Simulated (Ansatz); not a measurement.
# BOF (fluoro(oxo)borane): MP2/cc-pVTZ

What is the electronic atomisation energy of BOF (fluoro(oxo)borane) at MP2/cc-pVTZ? 

The calculation is run with Ansatz 0.2.0.

54 further runs of the same task are left out: 9 that didn't finish, 45 set aside as unsound or not needed.

## (1) The molecule

BOF has 3 atoms, charge 0, and is taken as a singlet. As SMILES, `O=BF`. The coordinates come from a PBE0-D4/def2-TZVP relaxation.

Bond lengths: O1–B2 1.206 Å, B2–F3 1.282 Å. Angles: O1–B2–F3 180.0°.

## (2) The energy at MP2/cc-pVTZ

The input, in.yaml:

```yaml
crystal:
  periodic: [false, false, false]
  atoms:
    - {symbol: O, position_ang: [0.983100, -0.565100, 0.479900]}
    - {symbol: B, position_ang: [0.020300, -0.011600, 0.009900]}
    - {symbol: F, position_ang: [-1.003400, 0.576800, -0.489800]}
basis:
  gaussian: {orbitals: cc-pVTZ}
magnetization: {spin_polarized: false}
correlation: {method: mp2, frozen_orbitals: {B: 1, F: 1, O: 1}}
accuracy: high
```

Started as:

```
$ ansatz run in.yaml --threads 1 --pin off --max-ram 3480MiB --events-out events.jsonl --progress --plain --runs-dir runs
```

Log:

```text
Warning: RAYON_NUM_THREADS=1 ignored (pool sized by the plan → 1); use --threads N
Functional definition: HF
  name "HF"
  exchange = exact_x
  correlation = 0
1344 factors; integrals over basis functions are off by at most 2.7e-9 eV
mean field evaluation 1: about -5415.8506 eV, gradient 4.3e1 eV
mean field evaluation 2: about -5415.8525 eV, gradient 4.3e1 eV
mean field evaluation 4: about -5419.2623 eV, gradient 2.8e0 eV
mean field evaluation 8: about -5419.2986 eV, gradient 1.2e-1 eV
mean field -5419.29863600 eV, -199.1555515406 hartree, gradient 2.3e-8 eV, S^2 0.000000; 0 other end points of the search recorded, 0 dependent functions left out
3 core orbitals not correlated: weight in the atoms' cores, before any rotation towards them, 1.000 or more for the frozen orbitals, at most 0.000 for the correlated occupied ones
reference -5419.29863600 eV, -199.1555515406 hartree; 8, 8 occupied and 79, 79 virtual orbitals, 1344 factors
second order -15.52567254 eV of doubles, -0.00000000 eV of singles
Total energy: -5434.82430854 eV, -199.7261094827 hartree
```

Wall time 1.4 s (1 thread of Arm Neoverse V2, shared host); peak memory 0.16 GiB.

## (3) The B atom, same level

The input, job.yaml:

```yaml
crystal:
  periodic: [false, false, false]
  atoms:
    - {symbol: B, position_ang: [0.000000, 0.000000, 0.000000]}
basis:
  gaussian:
    orbitals: cc-pVTZ
magnetization:
  spin_polarized: true
  initial_magnetization: 1
correlation:
  method: mp2
  frozen_orbitals: {B: 1}
accuracy: high
```

Started as:

```
$ ansatz run job.yaml --threads 1 --pin off --max-ram 3480MiB --events-out events.jsonl --progress --plain --runs-dir runs
```

Log:

```text
Warning: RAYON_NUM_THREADS=1 ignored (pool sized by the plan → 1); use --threads N
[... 4 set-up lines as earlier in the session ...]
294 factors; integrals over basis functions are off by at most 2.4e-9 eV
mean field evaluation 1: about -667.1686 eV, gradient 4.5e0 eV
mean field evaluation 2: about -667.1688 eV, gradient 4.5e0 eV
mean field evaluation 4: about -667.5494 eV, gradient 3.9e-1 eV
mean field evaluation 8: about -667.5516 eV, gradient 6.2e-4 eV
mean field evaluation 16: about -667.5515 eV, gradient 6.5e-2 eV
mean field evaluation 32: about -667.5576 eV, gradient 3.4e-3 eV
mean field -667.55157242 eV, -24.5320678037 hartree, gradient 1.9e-8 eV, S^2 0.760383; 5 other end points of the search recorded, 0 dependent functions left out
1 core orbitals not correlated: weight in the atoms' cores, before any rotation towards them, 1.000 or more for the frozen orbitals, at most 0.000 for the correlated occupied ones
reference -667.55157242 eV, -24.5320678037 hartree; 2, 1 occupied and 27, 28 virtual orbitals, 294 factors
second order -1.19951165 eV of doubles, -0.00000000 eV of singles
Total energy: -668.75108407 eV, -24.5761490439 hartree
```

Wall time 0.12 s (1 thread of Arm Neoverse V2, shared host).

## (4) The F atom

The input, in.yaml:

```yaml
crystal:
  periodic: [false, false, false]
  atoms:
    - {symbol: F, position_ang: [0.000000, 0.000000, 0.000000]}
basis:
  gaussian: {orbitals: cc-pVTZ}
magnetization: {spin_polarized: true, initial_magnetization: 1}
correlation: {method: mp2, frozen_orbitals: {F: 1}}
accuracy: high
```

Run the same way, it converges to -99.60536 Eh (log not shown).

## (5) The O atom, same level

The input, input.yaml:

```yaml
basis:
  gaussian: {orbitals: cc-pVTZ}
crystal:
  periodic: [false, false, false]
  atoms:
    - {symbol: O, position_ang: [0.000000, 0.000000, 0.000000]}
magnetization: {spin_polarized: true, initial_magnetization: 2}
correlation: {method: mp2, frozen_orbitals: {O: 1}}
accuracy: high
```

Started as:

```
$ ansatz run input.yaml --threads 1 --pin off --max-ram 3480MiB --events-out events.jsonl --progress --plain --runs-dir runs
```

Log:

```text
Warning: RAYON_NUM_THREADS=1 ignored (pool sized by the plan → 1); use --threads N
[... 4 set-up lines as earlier in the session ...]
299 factors; integrals over basis functions are off by at most 2.4e-9 eV
mean field evaluation 1: about -2035.4354 eV, gradient 8.6e0 eV
mean field evaluation 2: about -2035.4368 eV, gradient 8.6e0 eV
mean field evaluation 4: about -2035.7265 eV, gradient 8.3e-1 eV
mean field evaluation 8: about -2035.7316 eV, gradient 1.4e-3 eV
mean field evaluation 16: about -2035.7316 eV, gradient 3.7e-3 eV
mean field evaluation 32: about -2035.7316 eV, gradient 1.9e-8 eV
mean field -2035.73160512 eV, -74.8117566196 hartree, gradient 1.9e-8 eV, S^2 2.007200; 3 other end points of the search recorded, 0 dependent functions left out
1 core orbitals not correlated: weight in the atoms' cores, before any rotation towards them, 1.000 or more for the frozen orbitals, at most 0.000 for the correlated occupied ones
reference -2035.73160512 eV, -74.8117566196 hartree; 4, 2 occupied and 25, 27 virtual orbitals, 299 factors
second order -3.89519463 eV of doubles, -0.00000000 eV of singles
Total energy: -2039.62679974 eV, -74.9549023819 hartree
```

Wall time 0.12 s (1 thread of Arm Neoverse V2, shared host).

## (6) What came out

At MP2/cc-pVTZ, 3 core orbitals frozen:

| quantity | value |
| --- | --- |
| molecule: total energy | -199.72611 Eh |
| molecule: correlation energy (3 core orbitals frozen) | -570.6 mEh |
| B atom: total energy | -24.57615 Eh |
| B atom: correlation energy (1 core orbital frozen) | -44.1 mEh |
| B atom: ⟨S²⟩ of the reference determinant | 0.760 |
| F atom: total energy | -99.60536 Eh |
| F atom: correlation energy (1 core orbital frozen) | -199.8 mEh |
| F atom: ⟨S²⟩ of the reference determinant | 0.753 |
| O atom: total energy | -74.95490 Eh |
| O atom: correlation energy (1 core orbital frozen) | -143.1 mEh |
| O atom: ⟨S²⟩ of the reference determinant | 2.007 |
| electronic atomisation energy | 16.046 eV |

In words: Taking the molecule apart into free atoms costs 16.05 eV (370 kcal/mol), before zero-point energy and without spin-orbit coupling.
